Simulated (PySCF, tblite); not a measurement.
# C₂H₁₁BNPSi: dynamics, then NMR shifts on frames, part 1 of 2

Aim: move C₂H₁₁BNPSi (`BP[SiH2]N(C)C`) away from its starting geometry and see how NMR shifts follow the geometry.

The runs use tblite 0.8.0 and PySCF 2.14.0, with density-fitted response routines of our own; the level of theory stands in each step. All values are computed, except where a source is named. Atoms are numbered from 0 throughout.

## Step 1: The starting structure

17 atoms, charge 0, multiplicity 1; geometry from: GFN2-xTB.

Bonds of the start (Å): B0–P1 1.82, P1–Si2 2.23, Si2–N3 1.71, N3–C4 1.44, N3–C5 1.44, B0–H6 1.17, B0–H7 1.17, P1–H8 1.38, Si2–H9 1.47, Si2–H10 1.48, C4–H11 1.09, C4–H12 1.10, C4–H13 1.09, C5–H14 1.10, C5–H15 1.09, C5–H16 1.09.

## Step 2: A short Langevin run with GFN2-xTB

What the job is given:

```
{"job": {"kind": "md", "xc": "GFN2-xTB", "basis": "xTB", "temperature": 200, "steps": 2000, "every": 50, "frames": 5}, "charge": 0, "multiplicity": 1}
B      3.492256     0.556560     0.237116
P      2.050533    -0.559835     0.251884
Si     0.346067     0.750111    -0.333529
N     -1.086306    -0.119580     0.030444
C     -2.364197     0.539116    -0.063143
C     -1.206657    -1.555884    -0.047279
H      3.714110     1.150904    -0.747204
H      4.245054     0.583777     1.130393
H      1.807443    -0.758914     1.594176
H      0.237852     2.002743     0.429752
H      0.585775     1.086417    -1.751346
H     -2.237975     1.610142     0.063909
H     -2.837386     0.360054    -1.035101
H     -3.032833     0.165563     0.716780
H     -1.684207    -1.866672    -0.983514
H     -1.816209    -1.921114     0.784415
H     -0.220319    -2.011359     0.011261
```

Method: GFN2-xTB Langevin dynamics, gas phase.

On the command line:

```bash
OMP_NUM_THREADS=1 python probes_run.py task.json out
```

The driver reads the jobs from task.json and runs them one after another.

Log:

```text
t/fs     T/K      E/eV
    0.0   172.7   -498.18148
   25.0   136.2   -497.89558
   50.0   158.1   -497.84277
   75.0   176.5   -497.83168
  100.0   178.3   -497.90257
  125.0   159.6   -497.73378
  150.0   172.0   -497.84481
  175.0   172.6   -497.80394
  200.0   206.0   -497.80457
  225.0   211.1   -497.86807
  250.0   218.2   -497.75748
  275.0   219.6   -497.72870
  300.0   223.1   -497.74894
  325.0   188.5   -497.65231
  350.0   215.2   -497.68445
  375.0   259.8   -497.68167
  400.0   259.3   -497.69807
  425.0   244.9   -497.62887
  450.0   177.3   -497.59971
  475.0   197.6   -497.75115
  500.0   290.1   -497.79023
  525.0   260.2   -497.72915
  550.0   255.8   -497.73945
  575.0   287.4   -497.67704
  600.0   242.1   -497.65593
  625.0   213.9   -497.81009
  650.0   181.5   -497.69656
  675.0   261.1   -497.79480
  700.0   255.7   -497.85907
  725.0   125.9   -497.68286
  750.0   225.4   -497.79176
  775.0   163.7   -497.73466
  800.0   186.3   -497.73990
  825.0   166.3   -497.72976
  850.0   222.3   -497.85530
  875.0   216.8   -497.85958
  900.0   248.5   -497.84188
  925.0   183.8   -497.85300
  950.0   174.3   -497.84463
  975.0   177.0   -497.81730
 1000.0   169.0   -497.90918
```

Run time: 14 s. Hardware: 1 thread of Arm Neoverse V1, shared host; peak memory 0.18 GiB.

Distance from the start (root mean square after alignment): 0 fs 0.00 Å, 200 fs 0.39 Å, 400 fs 0.64 Å, 600 fs 1.23 Å, 800 fs 1.30 Å, 1000 fs 1.16 Å.

Positions (Å) and forces (eV/Å) at 1000 fs:

```xyz
17

B     2.707    0.464    0.396    0.509    0.173    0.424
P     1.285    0.312    1.483   -0.443    0.036    0.655
Si   -0.534    1.374    0.780    0.091    0.403   -0.466
N    -1.814    0.250    0.540    0.148    0.538   -0.248
C    -2.981    0.805   -0.182    0.456   -0.792    0.513
C    -1.998   -0.752    1.581   -1.706    0.306   -0.605
H     2.631    0.106   -0.698    0.038   -0.053   -0.364
H     3.726    0.725    0.933   -0.071   -0.034   -0.330
H     1.570    1.123    2.575    0.033   -0.200   -0.176
H    -0.758    2.498    1.752    0.051   -0.271   -0.275
H    -0.331    1.884   -0.591    0.021    0.141    0.187
H    -3.682    0.010   -0.422    0.049   -0.179   -0.065
H    -3.515    1.545    0.399   -0.109    0.210    0.336
H    -2.659    1.291   -1.104    0.146   -0.215    0.172
H    -2.556   -1.622    1.173    0.513    0.316    0.185
H    -2.610   -0.331    2.385   -0.127   -0.100    0.167
H    -1.051   -1.021    2.006    0.400   -0.279   -0.110
```

## Step 3: Shielding tensors: 250 fs, PBE0/pcSseg-1

What the job is given:

```
{"job": {"kind": "nmr", "xc": "PBE0", "basis": "pcSseg-1", "pop": false}, "charge": 0, "multiplicity": 1}
B      3.263500     0.328300    -0.166200
P      1.781500    -0.535700     0.493600
Si     0.207600     0.946800    -0.204200
N     -1.276100     0.096600     0.239100
C     -2.529100     0.727000    -0.107200
C     -1.445400    -1.292300     0.510900
H      3.272500     0.445800    -1.334100
H      4.092700     0.740300     0.459400
H      1.823100    -0.241900     1.843600
H      0.306400     2.085400     0.621300
H      0.214500     1.068700    -1.697500
H     -2.378000     1.810100    -0.191400
H     -2.815000     0.493500    -1.134400
H     -3.362400     0.462900     0.581700
H     -2.183900    -1.731400    -0.151600
H     -1.800600    -1.471200     1.511400
H     -0.535500    -1.838100     0.263700
```

Method: GIAO PBE0/pcSseg-1 NMR shielding, non-relativistic, gas phase.

Log:

```text
coarse grid: 14392 points
cycle   1  E = -792.6765540628  dE =  3.889e-01  |g| = 3.751e-01  |ddm| = 3.558e+00
cycle   2  E = -792.6578544076  dE =  1.870e-02  |g| = 4.884e-01  |ddm| = 1.095e+00
cycle   3  E = -792.7147483697  dE = -5.689e-02  |g| = 6.997e-02  |ddm| = 6.731e-01
cycle   4  E = -792.7156654192  dE = -9.170e-04  |g| = 2.661e-02  |ddm| = 9.343e-02
cycle   5  E = -792.7158433166  dE = -1.779e-04  |g| = 5.758e-03  |ddm| = 3.150e-02
cycle   6  E = -792.7158517691  dE = -8.453e-06  |g| = 1.675e-03  |ddm| = 9.202e-03
final grid: 127560 points
cycle   7  E = -792.7467895136  dE = -2.844e-05  |g| = 8.221e-03  |ddm| = 2.702e-02
cycle   8  E = -792.7467787388  dE =  1.077e-05  |g| = 1.033e-02  |ddm| = 2.020e-02
cycle   9  E = -792.7468081570  dE = -2.942e-05  |g| = 9.417e-04  |ddm| = 1.226e-02
cycle  10  E = -792.7468083261  dE = -1.691e-07  |g| = 2.386e-04  |ddm| = 9.752e-04
cycle  11  E = -792.7468083372  dE = -1.113e-08  |g| = 6.323e-05  |ddm| = 2.827e-04
cycle  12  E = -792.7468083383  dE = -1.103e-09  |g| = 2.353e-05  |ddm| = 1.275e-04
cycle  13  E = -792.7468083385  dE = -1.564e-10  |g| = 3.758e-06  |ddm| = 2.710e-05
converged SCF energy = -792.7468083385

GIAO shielding tensors (ppm)
atom      isotropic    diamagn.    paramagn.     s11        s22        s33       span
  0 B       10.630     198.161    -187.531   -107.751     -9.259    148.900    256.651
  1 P      444.535     971.752    -527.217    238.543    526.328    568.734    330.191
  2 Si     376.284     882.367    -506.083    324.559    370.487    433.805    109.245
  3 N      267.660     328.434     -60.774    223.264    265.500    314.215     90.951
  4 C      144.877     243.741     -98.865    121.004    126.853    186.773     65.768
  5 C      149.507     245.597     -96.089    124.898    134.494    189.131     64.233
  6 H       23.099      30.212      -7.113     12.192     27.302     29.804     17.612
  7 H       22.901      30.539      -7.637     11.894     27.662     29.149     17.255
  8 H       28.297      32.554      -4.258     23.754     26.803     34.334     10.580
  9 H       26.892      32.104      -5.212     22.644     25.757     32.274      9.630
 10 H       25.673      30.551      -4.877     21.808     23.820     31.392      9.585
 11 H       29.040      29.276      -0.237     24.383     27.093     35.643     11.260
 12 H       29.041      29.311      -0.270     24.462     26.926     35.735     11.273
 13 H       28.610      27.565       1.045     24.351     25.604     35.874     11.522
 14 H       29.917      30.792      -0.875     25.945     27.457     36.349     10.404
 15 H       29.396      30.598      -1.203     24.468     26.678     37.041     12.573
 16 H       27.876      31.029      -3.154     22.022     29.558     32.047     10.024
```

It took 20 s on 1 thread of Arm Neoverse V1, shared host; peak memory 0.78 GiB.

Shifts follow as δ = σ(reference) − σ, with reference shieldings (ppm) from runs at the same level and on the same kind of geometry: 1H TMS 31.72, 13C TMS 186.9, 29Si TMS 349.2, 15N NH3 267.7, 31P H3PO4 318.4, 11B BF3·OEt2 100.1. The references are single molecules in the gas phase, so shifts against H2O, NH3, PH3, H3PO4 or CFCl3 are not on the usual liquid scales and can be off by tens of ppm. Each atom is listed at this fixed geometry, with no averaging over motion; a spectrum would average atoms that exchange fast.

| atoms | environment | σ (ppm) | δ (ppm) |
| --- | --- | --- | --- |
| C4 | methyl carbon bonded to N | 144.9 | 42.0 |
| C5 | methyl carbon bonded to N | 149.5 | 37.4 |
| H7 | hydrogen on a boron bonded to P | 22.90 | 8.82 |
| H6 | hydrogen on a boron bonded to P | 23.10 | 8.62 |
| H10 | hydrogen on a silicon bonded to N, P | 25.67 | 6.04 |
| H9 | hydrogen on a silicon bonded to N, P | 26.89 | 4.83 |
| H16 | hydrogen on a methyl carbon bonded to N | 27.88 | 3.84 |
| H8 | hydrogen on a phosphorus bonded to B, Si | 28.30 | 3.42 |
| H13 | hydrogen on a methyl carbon bonded to N | 28.61 | 3.11 |
| H11 | hydrogen on a methyl carbon bonded to N | 29.04 | 2.68 |
| H12 | hydrogen on a methyl carbon bonded to N | 29.04 | 2.68 |
| H15 | hydrogen on a methyl carbon bonded to N | 29.40 | 2.32 |
| H14 | hydrogen on a methyl carbon bonded to N | 29.92 | 1.80 |
| B0 | boron bonded to P, 2 H | 10.6 | 89.4 |
| P1 | phosphorus bonded to B, Si, H | 444.5 | -126.2 |
| Si2 | silicon bonded to N, P, 2 H | 376.3 | -27.1 |
| N3 | nitrogen bonded to 2 C, Si | 267.7 | 0.1 |

## Step 4: Shielding tensors: 425 fs, PBE0/pcSseg-1

What the job is given:

```
{"job": {"kind": "nmr", "xc": "PBE0", "basis": "pcSseg-1", "pop": false}, "charge": 0, "multiplicity": 1}
B      3.191300     0.623600    -0.448100
P      1.829600    -0.161400     0.481100
Si     0.043200     1.065900     0.139200
N     -1.378400     0.118400     0.444100
C     -2.714300     0.583800     0.251100
C     -1.414200    -1.115800     1.245600
H      3.157600     1.151200    -1.514300
H      4.106900     0.636800     0.340100
H      2.215600     0.078700     1.781900
H      0.099000     2.396800     0.851400
H      0.019000     1.328100    -1.314900
H     -2.889600     0.555100    -0.831200
H     -3.431500    -0.071200     0.733100
H     -2.865200     1.596400     0.619400
H     -1.953900    -1.889100     0.708100
H     -1.959800    -0.859700     2.189300
H     -0.479300    -1.585300     1.586700
```

Method: GIAO PBE0/pcSseg-1 NMR shielding, non-relativistic, gas phase.

Log:

```text
coarse grid: 14392 points
cycle   1  E = -792.6831012108  dE =  3.541e-01  |g| = 3.494e-01  |ddm| = 3.538e+00
cycle   2  E = -792.6661762902  dE =  1.692e-02  |g| = 4.533e-01  |ddm| = 9.274e-01
cycle   3  E = -792.7152684840  dE = -4.909e-02  |g| = 6.757e-02  |ddm| = 5.732e-01
cycle   4  E = -792.7160982800  dE = -8.298e-04  |g| = 2.506e-02  |ddm| = 8.160e-02
cycle   5  E = -792.7162505411  dE = -1.523e-04  |g| = 5.794e-03  |ddm| = 2.780e-02
cycle   6  E = -792.7162591022  dE = -8.561e-06  |g| = 1.895e-03  |ddm| = 8.996e-03
final grid: 127560 points
cycle   7  E = -792.7484179775  dE = -2.504e-05  |g| = 8.189e-03  |ddm| = 2.550e-02
cycle   8  E = -792.7484061742  dE =  1.180e-05  |g| = 1.037e-02  |ddm| = 1.916e-02
cycle   9  E = -792.7484368309  dE = -3.066e-05  |g| = 9.382e-04  |ddm| = 1.167e-02
cycle  10  E = -792.7484370144  dE = -1.835e-07  |g| = 2.233e-04  |ddm| = 9.370e-04
cycle  11  E = -792.7484370235  dE = -9.107e-09  |g| = 6.278e-05  |ddm| = 2.240e-04
cycle  12  E = -792.7484370246  dE = -1.082e-09  |g| = 2.501e-05  |ddm| = 1.220e-04
cycle  13  E = -792.7484370248  dE = -1.824e-10  |g| = 3.950e-06  |ddm| = 2.855e-05
converged SCF energy = -792.7484370248

GIAO shielding tensors (ppm)
atom      isotropic    diamagn.    paramagn.     s11        s22        s33       span
  0 B       15.207     196.152    -180.945   -102.027     -0.654    148.301    250.328
  1 P      437.642     973.128    -535.485    239.243    495.796    577.888    338.646
  2 Si     386.030     882.578    -496.548    327.724    371.737    458.630    130.906
  3 N      264.429     328.773     -64.345    213.944    264.696    314.646    100.701
  4 C      147.621     243.616     -95.995    120.402    130.945    191.515     71.113
  5 C      138.893     242.742    -103.849    103.339    133.807    179.532     76.193
  6 H       22.580      28.487      -5.907     12.853     26.701     28.187     15.334
  7 H       22.442      28.036      -5.594     11.425     24.923     30.979     19.554
  8 H       28.015      33.103      -5.088     22.970     27.072     34.004     11.034
  9 H       25.969      30.075      -4.107     22.150     24.661     31.094      8.944
 10 H       26.148      31.864      -5.715     22.171     24.672     31.602      9.431
 11 H       28.161      28.912      -0.750     22.537     26.189     35.758     13.221
 12 H       29.343      29.032       0.311     24.933     27.756     35.340     10.407
 13 H       28.949      28.537       0.412     24.146     26.654     36.047     11.901
 14 H       29.073      30.456      -1.383     24.941     26.327     35.952     11.010
 15 H       28.647      29.197      -0.550     24.287     26.145     35.508     11.221
 16 H       28.468      30.445      -1.977     23.054     29.228     33.121     10.067
```

Wall time 19 s (1 thread of Arm Neoverse V1, shared host); peak memory 0.8 GiB.

This run: δ C5 48.0, C4 39.3, B0 84.9, P1 -119.3, H7 9.27, H6 9.14 ppm.

(Continued in part 2 of 2.)
